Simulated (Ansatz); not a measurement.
# CaB: the cost of one run

All numbers below are computed with Ansatz 0.2.0 (DFT, PBE, no spin polarisation, plane waves, PAW).

**1. The system as given**

Symmetry: Cmcm, No. 63, orthorhombic system. The conventional cell has a = 4.260 Å, b = 10.018 Å, c = 3.629 Å, α = 90.00°, β = 90.00°, γ = 90.00°. B (site symmetry m2m) has 2 B at 2.29 Å and 7 Ca at 2.88 to 2.99 Å as nearest neighbours. Ca (site symmetry m2m) has 7 B at 2.88 to 2.99 Å as nearest neighbours.

As a file:

```
B Ca
1.0
    -3.62871    0.00000    0.00000
     0.00000   -4.25978    0.00000
     0.00000    2.12989    5.00919
B Ca
2 2
Direct
  0.75000 0.07000 0.14000
  0.25000 0.93000 0.86000
  0.75000 0.36000 0.72000
  0.25000 0.64000 0.28000
```

It starts from an earlier solution of the starting cell (checkpoint.read).

**2. The relaxation**

Contents of input.yaml:

```yaml
crystal:
  lattice:
    - [-3.628705, 0.0, 0.0]
    - [0.0, -4.259784, 0.0]
    - [0.0, 2.129892, 5.009191]
  atoms:
    - { symbol: B, position: [0.75, 0.07, 0.14] }
    - { symbol: B, position: [0.25, 0.93, 0.86] }
    - { symbol: Ca, position: [0.75, 0.36, 0.72] }
    - { symbol: Ca, position: [0.25, 0.64, 0.28] }
  symmetry: { tolerance: 0.0003 }
kpoints:
  mp_grid: { grid: [7, 6, 6], shift: [0, 0, 0] }
magnetization:
  spin_polarized: false
scf:
  occupations: { method: fermi_dirac }
  lower_state_search: "off"
hamiltonian:
  pseudopotentials: { kind: paw }
  xc: pbe
basis:
  ecutwfc: 420
  fft_grid_basis: typed
relax:
  max_steps: 60
output:
  forces: true
  stress: true
  eigenvalues: true
  bader: true
  populations: true
  elf: true
  write_potential: true
  volumetric_format: npy
  dos:
    e_range: [-12, 8]
    de: 0.05
    projected: { site_lists: { B: [B], Ca: [Ca] } }
checkpoint:
  read: saved_state
```

On the command line:

```console
$ ansatz run input.yaml --threads 2 --pin off --max-ram 2560MiB --backend cpu --events-out ev --progress --plain --runs-dir out
```

What time and memory should one allow on 2 threads of Arm Neoverse V1, shared host?

About 27 s, with a peak of 0.38 GiB.
